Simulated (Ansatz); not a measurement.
**(10−10) superlattice of 6 and 2 atomic planes of SiC and GaN, in-plane a of SiC, 16 atoms**

Which settings matter for this cell? A base run comes first, then runs with one to three settings changed.

Program: Ansatz 0.2.0, PAW, plane waves. These are calculated values, not measurements.

2 further runs of the same task are left out: 2 that didn't finish.

## 1. The starting cell

16 atoms (6 Si, 2 Ga, 6 C, 2 N); a = 5.048 Å, b = 3.076 Å, c = 10.817 Å, α = 90.00°, β = 90.00°, γ = 90.00°. All atoms were shaken off their sites by about 0.04 Å along each axis.

As a file:

```xyz
16
Lattice="0.0000 0.0000 5.0476 3.0760 0.0000 0.0000 0.0000 10.8174 0.0000" Properties=species:S:1:pos:R:3 pbc="T T T"
Si    3.0456    1.7491    0.0331
Si    1.5014    4.4866    5.0360
Si    0.0916    7.1490    0.0067
Si    1.5612    0.8200    2.4991
Si    3.0229    3.6097    2.5360
Si    1.6169    6.2989    2.5678
Ga    1.5502    9.7933    5.0353
Ga    3.0338    8.8771    2.5590
C     0.0691    1.8451    1.9493
C     1.4795    4.5077    1.8885
C     3.0721    7.0916    1.9227
C     1.4936    0.8496    4.4618
C     3.0265    3.4692    4.4124
C     1.5130    6.1559    4.3732
N     1.5694    9.8402    1.8436
N     0.0333    8.8664    4.3998
```

## 2. Single point with PBEsol

in.yaml reads:

```yaml
crystal:
  lattice:
    - [0.000000, 0.000000, 5.047570]
    - [3.076017, 0.000000, 0.000000]
    - [0.000000, 10.817388, 0.000000]
  atoms:
    - { symbol: Si, position: [0.006559, 0.990110, 0.161693] }
    - { symbol: Si, position: [0.997710, 0.488089, 0.414758] }
    - { symbol: Si, position: [0.001322, 0.029786, 0.660880] }
    - { symbol: Si, position: [0.495101, 0.507542, 0.075802] }
    - { symbol: Si, position: [0.502426, 0.982730, 0.333698] }
    - { symbol: Si, position: [0.508715, 0.525648, 0.582298] }
    - { symbol: Ga, position: [0.997563, 0.503978, 0.905328] }
    - { symbol: Ga, position: [0.506984, 0.986276, 0.820632] }
    - { symbol: C, position: [0.386182, 0.022469, 0.170568] }
    - { symbol: C, position: [0.374147, 0.480979, 0.416711] }
    - { symbol: C, position: [0.380917, 0.998718, 0.655578] }
    - { symbol: C, position: [0.883945, 0.485554, 0.078538] }
    - { symbol: C, position: [0.874166, 0.983886, 0.320703] }
    - { symbol: C, position: [0.866397, 0.491871, 0.569075] }
    - { symbol: N, position: [0.365239, 0.510206, 0.909665] }
    - { symbol: N, position: [0.871664, 0.010820, 0.819639] }
kpoints:
  mp_grid: { grid: [3, 4, 1] }
hamiltonian:
  xc: pbesol
scf:
  occupations: { method: fermi_dirac, width: 0.01 }
output:
  forces: true
  eigenvalues: true
  stress: true
  populations: true
```

Command:

```console
ansatz run in.yaml --threads 7 --pin off --max-ram 13300MiB --runs-dir r --events-out ev --progress --plain
```

## 3. Variant: k points 2×2×2

Changes to in.yaml since step 2:

```diff
@@ -23,3 +23,3 @@
 kpoints:
-  mp_grid: { grid: [3, 4, 1] }
+  mp_grid: { grid: [2, 2, 2] }
 hamiltonian:
@@ -28,2 +28,3 @@
   occupations: { method: fermi_dirac, width: 0.01 }
+  max_iter: 90
 output:
@@ -32,2 +33 @@
   stress: true
-  populations: true
```

## 4. Changed settings: smearing width 0.5 eV, accuracy high, cutoff 300 eV

Changes to in.yaml since step 3:

```diff
@@ -1 +1,2 @@
+accuracy: high
 crystal:
@@ -23,3 +24,4 @@
 kpoints:
-  mp_grid: { grid: [2, 2, 2] }
+  mp_grid: { grid: [3, 4, 1] }
+basis: { ecutwfc: 300 }
 hamiltonian:
@@ -27,3 +29,3 @@
 scf:
-  occupations: { method: fermi_dirac, width: 0.01 }
+  occupations: { method: fermi_dirac, width: 0.5 }
   max_iter: 90
```

## 5. Variant: accuracy high

Changes to in.yaml since step 4:

```diff
@@ -25,3 +25,2 @@
   mp_grid: { grid: [3, 4, 1] }
-basis: { ecutwfc: 300 }
 hamiltonian:
@@ -29,4 +28,4 @@
 scf:
-  occupations: { method: fermi_dirac, width: 0.5 }
-  max_iter: 90
+  occupations: { method: fermi_dirac, width: 0.01 }
+  max_iter: 50
 output:
```

## 6. Variant: density cutoff ratio 1, occupations fixed

Changes to in.yaml since step 5:

```diff
@@ -1,2 +1 @@
-accuracy: high
 crystal:
@@ -25,2 +24,3 @@
   mp_grid: { grid: [3, 4, 1] }
+basis: { ecutrho_ratio: 1 }
 hamiltonian:
@@ -28,4 +28,4 @@
 scf:
-  occupations: { method: fermi_dirac, width: 0.01 }
-  max_iter: 50
+  occupations: { method: fixed }
+  max_iter: 80
 output:
```

## 7. Changed settings: starting moment 8 μB, k points 2×2×1, at most 2 cycles

Changes to in.yaml since step 6:

```diff
@@ -23,9 +23,11 @@
 kpoints:
-  mp_grid: { grid: [3, 4, 1] }
-basis: { ecutrho_ratio: 1 }
+  mp_grid: { grid: [2, 2, 1] }
 hamiltonian:
   xc: pbesol
+magnetization:
+  spin_polarized: true
+  initial_magnetization: 8
 scf:
-  occupations: { method: fixed }
-  max_iter: 80
+  occupations: { method: fermi_dirac, width: 0.01 }
+  max_iter: 2
 output:
```

## 8. Variant: density cutoff ratio 6, starting moment 8 μB

Changes to in.yaml since step 7:

```diff
@@ -23,3 +23,4 @@
 kpoints:
-  mp_grid: { grid: [2, 2, 1] }
+  mp_grid: { grid: [3, 4, 1] }
+basis: { ecutrho_ratio: 6 }
 hamiltonian:
@@ -31,3 +32,3 @@
   occupations: { method: fermi_dirac, width: 0.01 }
-  max_iter: 2
+  max_iter: 60
 output:
```

**Question.** What will these runs give? Wanted: for each run, settings; status; energy from base; forces from base.

**Answer**, as computed:

| settings | status | cycles | time | energy from base (meV/atom) | forces from base (eV/Å rms) | filled to empty level on the mesh (eV) |
| --- | --- | --- | --- | --- | --- | --- |
| base | converged | 8 | 2.8 s (7 CPU threads) | 0 | 0 | 2.29 |
| k points 2×2×2 | converged | 8 | 1.7 s (7 CPU threads) | +172.0 | 0.137 | 2.30 |
| smearing width 0.5 eV, accuracy high, cutoff 300 eV | converged, settings too loose | 11 | 1.6 s (7 CPU threads) | +111.3 | 0.065 | - |
| accuracy high | converged | 11 | 1.8 s (7 CPU threads) | 0.0 | 0.000 | 2.29 |
| density cutoff ratio 1, occupations fixed | converged, settings too loose | 8 | 1.3 s (7 CPU threads) | -234.6 | 0.087 | 2.30 |
| starting moment 8 μB, k points 2×2×1, at most 2 cycles | not converged | - | 1 s (7 CPU threads) | - | - | - |
| density cutoff ratio 6, starting moment 8 μB | converged | 16 | 6.1 s (7 CPU threads) | 0.0 | 0.000 | 2.29 |

**What this shows.** Among these variants the forces move most with k points 2×2×2 (0.137 eV/Å rms). 1 of 6 variants gave no result: starting moment 8 μB, k points 2×2×1, at most 2 cycles (not converged).
